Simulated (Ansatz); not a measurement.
# One shape, several levels: triplet As4

Wanted: a comparison of 6 runs (UHF/cc-pVDZ, UB2PLYP/cc-pVDZ, UB3LYP/6-31G*, RPA@PBE/cc-pVDZ, UBCCD(T)/cc-pVDZ, UCCSD(T)/cc-pVDZ) of triplet As4. 

The calculation is run with Ansatz 0.2.0.

24 further runs of the same task are left out: 7 that didn't finish, 17 set aside as unsound or not needed. Runs told in other sessions of the task aren't counted.

## 1. Starting point

The species is As4 (4 atoms), meant as a triplet with charge 0. SMILES of the parent species: `[As]12[As]3[As]1[As]23`. The shape is that of a PBE0-D4/def2-TZVP optimisation. That shape belongs to the parent species and isn't relaxed for this state.

Bond lengths: As1–As2 2.424 Å, As1–As3 2.424 Å, As2–As3 2.424 Å, As1–As4 2.424 Å, As2–As4 2.424 Å, As3–As4 2.424 Å. Some angles: As1–As2–As3 60.0°, As1–As2–As4 60.0°, As3–As2–As4 60.0°, As2–As1–As3 60.0°, As2–As1–As4 60.0°, As3–As1–As4 60.0°, As1–As3–As2 60.0°, As1–As3–As4 60.0°, As2–As3–As4 60.0°, As1–As4–As2 60.0°.

## 2. A single-point energy at UHF/cc-pVDZ (run 1)

File run.yaml:

```yaml
crystal:
  periodic: [false, false, false]
  atoms:
    - symbol: As
      position_ang: [0.408230, -1.037610, 0.980150]
    - symbol: As
      position_ang: [-0.244980, 1.281220, 0.708840]
    - symbol: As
      position_ang: [-1.243230, -0.430680, -0.687660]
    - symbol: As
      position_ang: [1.079970, 0.187070, -1.001320]
basis:
  gaussian: {orbitals: cc-pVDZ}
magnetization: {spin_polarized: true, initial_magnetization: 2}
hamiltonian: {xc: hf}
accuracy: high
output: {orbitals: {seedname: orbitals}}
```

On the command line:

```bash
$ ansatz run run.yaml --threads 1 --pin off --max-ram 3480MiB --events-out events.jsonl --progress --plain --runs-dir runs
```

Output:

```text
Warning: RAYON_NUM_THREADS=1 ignored (pool sized by the plan → 1); use --threads N
Functional definition: HF
  name "HF"
  exchange = exact_x
  correlation = 0
2312 factors; integrals over basis functions are off by at most 4.5e-9 eV
mean field evaluation 1: about -243175.8249 eV, gradient 8.5e0 eV
mean field evaluation 2: about -243176.2764 eV, gradient 9.3e0 eV
mean field evaluation 4: about -243177.1592 eV, gradient 1.5e0 eV
mean field evaluation 8: about -243177.2585 eV, gradient 3.8e-1 eV
mean field evaluation 16: about -243177.7222 eV, gradient 3.9e-2 eV
mean field evaluation 32: about -243178.1164 eV, gradient 1.3e-6 eV
mean field evaluation 64: about -243178.1165 eV, gradient 7.9e-5 eV
mean field evaluation 96: about -243177.2928 eV, gradient 3.4e0 eV
mean field evaluation 128: about -243176.3875 eV, gradient 6.9e0 eV
mean field evaluation 160: about -243173.0037 eV, gradient 1.4e1 eV
mean field evaluation 192: about -243177.3633 eV, gradient 1.6e0 eV
mean field evaluation 224: about -243176.1296 eV, gradient 7.7e0 eV
mean field evaluation 256: about -243175.8274 eV, gradient 7.9e0 eV
mean field evaluation 288: about -243177.6706 eV, gradient 3.7e-1 eV
mean field evaluation 320: about -243176.6193 eV, gradient 1.6e0 eV
mean field evaluation 352: about -243176.3903 eV, gradient 1.3e0 eV
mean field evaluation 384: about -243177.7224 eV, gradient 3.6e-6 eV
mean field evaluation 416: about -243177.1315 eV, gradient 3.5e-1 eV
mean field evaluation 448: about -243177.7224 eV, gradient 6.8e-7 eV
mean field -243178.11649927 eV, -8936.6309493007 hartree, gradient 6.1e-8 eV, S^2 2.042332; 8 other end points of the search recorded, 0 dependent functions left out
reference -243178.11649927 eV, -8936.6309493007 hartree; 67, 65 occupied and 41, 43 virtual orbitals, 2312 factors
Total energy: -243178.11649927 eV, -8936.6309493007 hartree
```

It took 1.7 min on 1 thread of Intel Xeon Platinum 8559C (Emerald Rapids), shared host; peak memory 1 GiB.

## 3. The energy at UB2PLYP/cc-pVDZ (run 2)

File job.yaml:

```yaml
crystal:
  periodic: [false, false, false]
  atoms:
    - {symbol: As, position_ang: [0.408230, -1.037610, 0.980150]}
    - {symbol: As, position_ang: [-0.244980, 1.281220, 0.708840]}
    - {symbol: As, position_ang: [-1.243230, -0.430680, -0.687660]}
    - {symbol: As, position_ang: [1.079970, 0.187070, -1.001320]}
basis:
  gaussian:
    orbitals: cc-pVDZ
magnetization:
  spin_polarized: true
  initial_magnetization: 2
correlation:
  frozen_orbitals: {As: 9}
hamiltonian:
  xc: {name: B2PLYP}
accuracy: high
output:
  orbitals: {seedname: orbitals}
```

On the command line:

```bash
$ ansatz run job.yaml --threads 1 --pin off --max-ram 3480MiB --events-out events.jsonl --progress --plain --runs-dir runs
```

Output (excerpt; [...] marks lines left out):

```text
Warning: RAYON_NUM_THREADS=1 ignored (pool sized by the plan → 1); use --threads N
Functional definition: B2PLYP
  name "B2PLYP"
[...]
2312 factors; integrals over basis functions are off by at most 4.5e-9 eV
[...]
mean field -243311.38351202 eV, -8941.5284216876 hartree, gradient 3.4e-8 eV, S^2 2.010806; 9 other end points of the search recorded, 0 dependent functions left out
36 core orbitals not correlated: weight in the atoms' cores, before any rotation towards them, 1.000 or more for the frozen orbitals, at most 0.000 for the correlated occupied ones
reference -243311.38353237 eV, -8941.5284224354 hartree; 31, 29 occupied and 41, 43 virtual orbitals, 2312 factors
second order -16.54539027 eV of doubles, -0.00000000 eV of singles
Total energy: -243315.85078774 eV, -8941.6925910423 hartree
```

Run time: 1.7 min. Hardware: 1 thread of Intel Xeon Platinum 8559C (Emerald Rapids), shared host; peak memory 0.99 GiB.

Runs 3 to 5 aren't shown in full; the table further down has their settings and results.

## 4. A single-point energy at UCCSD(T)/cc-pVDZ (run 6)

File input.yaml:

```yaml
crystal:
  periodic: [false, false, false]
  atoms:
    - {symbol: As, position_ang: [0.408230, -1.037610, 0.980150]}
    - {symbol: As, position_ang: [-0.244980, 1.281220, 0.708840]}
    - {symbol: As, position_ang: [-1.243230, -0.430680, -0.687660]}
    - {symbol: As, position_ang: [1.079970, 0.187070, -1.001320]}
basis:
  gaussian: {orbitals: cc-pVDZ}
magnetization: {spin_polarized: true, initial_magnetization: 2}
correlation: {method: ccsd_t, frozen_orbitals: {As: 9}}
accuracy: high
scf: {omitted_lower_state_checks: [cluster_reference, increment]}
```

On the command line:

```bash
$ ansatz run input.yaml --threads 1 --pin off --max-ram 3480MiB --events-out events.jsonl --progress --plain --runs-dir runs
```

Output:

```text
Warning: RAYON_NUM_THREADS=1 ignored (pool sized by the plan → 1); use --threads N
[... 25 lines left out ...]
36 core orbitals not correlated: weight in the atoms' cores, before any rotation towards them, 1.000 or more for the frozen orbitals, at most 0.000 for the correlated occupied ones
[... 41 lines left out ...]
Total energy: -243192.04633821 eV, -8937.1428614397 hartree
Checks for a lower state left out: cluster_reference, increment
```

It took 3.4 min on 1 thread of Intel Xeon Platinum 8559C (Emerald Rapids), shared host; peak memory 1 GiB.

## 5. Overview of the runs

| run | level | frozen core orbitals | energy (Eh) | ⟨S²⟩ | wall time |
| --- | --- | --- | --- | --- | --- |
| 1 | UHF/cc-pVDZ | – | -8936.630949 | 2.042 | 1.7 min |
| 2 | UB2PLYP/cc-pVDZ | 36 | -8941.692591 | 2.011 | 1.7 min |
| 3 | UB3LYP/6-31G* (spherical functions) | – | -8942.464855 | 2.005 | 4.7 min |
| 4 | RPA@PBE/cc-pVDZ | 36 | -8937.318548 | 2.008 | 1.8 min |
| 5 | UBCCD(T)/cc-pVDZ | 36 | -8937.143577 | 2.042 | 4 min |
| 6 | UCCSD(T)/cc-pVDZ | 36 | -8937.142861 | 2.042 | 3.4 min |

## 6. Outcome

| quantity | value |
| --- | --- |
| run 6: total energy | -8937.14286 Eh |
| run 6: correlation energy (36 core orbitals frozen) | -511.9 mEh |
| run 6: (T) correction | -27.90 mEh |
| run 6: ⟨S²⟩ of the reference determinant | 2.042 |
| run 6: T1 diagnostic | 0.019 |

Below the UHF energy at the same shape and in the same basis (cc-pVDZ): UBCCD(T) -512.6 mEh; UCCSD(T) -511.9 mEh. Totals of different functionals can't be ranked against each other. All runs together took 17 min, the longest 4.7 min.
